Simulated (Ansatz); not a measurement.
Crystal: In3As.

```xyz
4
Lattice="4.6717 0.0000 0.0000 0.0000 4.6717 0.0000 0.0000 0.0000 4.6717" Properties=species:S:1:pos:R:3 pbc="T T T"
In    2.3358    2.3358    0.0000
In    2.3358    0.0000    2.3358
In    0.0000    2.3358    2.3358
As    0.0000    0.0000    0.0000
```

The cell comes from a database or a generator and needn't be the stable form of this composition.

- Program: Ansatz 0.2.0
- Task: relaxation of cell and atoms
- Functional: PBEsol
- Dispersion: D3(BJ)-ATM
- Potentials or basis: Ansatz PAW
- Cutoff: 420 eV (not typed: the program's choice for these potentials)
- k mesh: 6 × 6 × 6
- Occupations: fermi-dirac, width 0.05 eV
- Spin: no spin polarisation

At the start: volume 25.49 Å³/atom.

Task: Where does the relaxation end?

Result: It ends after 5 steps and the volume is 23.06 Å³/atom (-9.5 %); space group Pm-3m (No. 221, to 0.05 Å).

Step by step:
```tsv
step	energy change (eV)	largest force (eV/Å)	volume (Å³)
1	0.0000	0.0000	101.96
2	-0.1481	0.0000	90.93
3	-0.1509	0.0000	92.47
4	-0.1511	0.0000	92.24
5	-0.1490	0.0000	92.24
```

Final structure:
```cif
data_structure
_symmetry_space_group_name_H-M 'P 1'
_symmetry_Int_Tables_number 1
_cell_length_a 4.5183
_cell_length_b 4.5183
_cell_length_c 4.5183
_cell_angle_alpha 90.000
_cell_angle_beta 90.000
_cell_angle_gamma 90.000
_cell_volume 92.24
loop_
_atom_site_label
_atom_site_type_symbol
_atom_site_fract_x
_atom_site_fract_y
_atom_site_fract_z
_atom_site_occupancy
In1 In 0.50000 0.50000 0.00000 1
In2 In 0.50000 0.00000 0.50000 1
In3 In 0.00000 0.50000 0.50000 1
As1 As 0.00000 0.00000 0.00000 1
```

Caveat: the plane-wave basis is chosen anew once the cell has moved, so the energies of steps on either side of that aren't comparable; pairwise dispersion overbinds metals, which lowers pressure and volume; the PAW data sets come from PBE, with cores solved anew for the run's functional, which leaves a small shift of forces and pressure.
